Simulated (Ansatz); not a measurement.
# CH₅BBrNO: one species, many methods

The task here is to estimate one member of a computed series from the others.

Computed with Ansatz 0.2.0, Gaussian basis. Level: functionals in def2-TZVPP, the program's frozen cores in correlated methods.

Plan: PBE-D4, r2SCAN-D4, PBE0-D4, B3LYP-D4, ωB97X-V, ωB97M-V, B2PLYP; CCSD(T)/def2-TZVPP; MP2/def2-QZVPP; extrapolation to the limit.

## The relaxed structure

The geometry comes from an earlier relaxation with PBE0-D4 in a triple-zeta def2 set; it is a stationary point, not always the lowest conformer.

10 atoms, charge 0, spin multiplicity 1.

Atoms are counted from 1 here; the program's logs count them from 0.

Bond lengths: C1–O2 1.411 Å, C1–H6 1.093 Å, C1–H7 1.093 Å, C1–H8 1.090 Å, O2–B3 1.351 Å, B3–N4 1.394 Å, B3–Br5 1.955 Å, N4–H9 1.005 Å, N4–H10 1.002 Å. Angles: O2–C1–H6 111.2°, O2–C1–H7 111.2°, O2–C1–H8 107.3°, H6–C1–H7 108.7°, H6–C1–H8 109.3°, H7–C1–H8 109.2°, C1–O2–B3 124.4°, O2–B3–N4 120.5°, O2–B3–Br5 121.4°, N4–B3–Br5 118.1°, B3–N4–H9 121.5°, B3–N4–H10 123.0°, H9–N4–H10 115.5°.

The first run:

The input, in.yaml:

```yaml
crystal:
  periodic: [false, false, false]
  atoms:
    - {symbol: C, position_ang: [0.581895, -1.503947, 0.563205]}
    - {symbol: O, position_ang: [-0.236076, -0.640809, -0.196483]}
    - {symbol: B, position_ang: [-0.159652, 0.707479, -0.162792]}
    - {symbol: N, position_ang: [-1.010910, 1.483837, -0.948100]}
    - {symbol: Br, position_ang: [1.135649, 1.627186, 0.977301]}
    - {symbol: H, position_ang: [1.638105, -1.359581, 0.323588]}
    - {symbol: H, position_ang: [0.440201, -1.340328, 1.634232]}
    - {symbol: H, position_ang: [0.293196, -2.524997, 0.314514]}
    - {symbol: H, position_ang: [-1.696129, 1.065191, -1.552923]}
    - {symbol: H, position_ang: [-0.986260, 2.485979, -0.952541]}
basis:
  gaussian: {orbitals: def2-TZVPP}
hamiltonian: {xc: pbe, dispersion: d4}
output: {forces: true, orbitals: {seedname: orbitals}}
```

Started as:

```sh
ansatz run in.yaml --threads 2 --pin off --events-out ev --progress --plain --max-ram 22528MiB --backend cpu
```

Steps of the session up to this table: PBE-D4 (GGA); r2SCAN-D4 (meta-GGA); PBE0-D4 (hybrid); B3LYP-D4 (hybrid); ωB97X-V (range-separated); ωB97M-V (range-separated); B2PLYP (double hybrid); CCSD(T) in def2-TZVPP; MP2 in def2-QZVPP.

One of the session's tables, all rows but one given; the rest of the session is left out.

| method | atomisation energy (kJ/mol) |
| --- | --- |
| PBE-D4 | 3982.3 |
| r2SCAN-D4 | 3899.7 |
| PBE0-D4 | ? |
| B3LYP-D4 | 3890.5 |
| ωB97X-V | 3889.8 |
| ωB97M-V | 3899.7 |
| B2PLYP | 3850.8 |
| HF/def2-TZVPP | 2806.9 |
| MP2/def2-TZVPP | 3864.8 |
| CCSD/def2-TZVPP | 3713.3 |
| CCSD(T)/def2-TZVPP | 3774.3 |
| MP2/CBS | 3973.7 |
| CCSD(T)/CBS | 3883.1 |

Estimate the missing values for PBE0-D4.

The run gave: atomisation energy (kJ/mol): 3900.5. In the column «atomisation energy (kJ/mol)» it lies between ωB97M-V (3899.7) and MP2/CBS (3973.7).

Limits of these values: Free atoms (1 C, 1 O, 1 B, 1 N, 1 Br, 5 H) were run apart at each level; the atomisation energy is their sum less the molecule, without zero-point or spin-orbit terms.
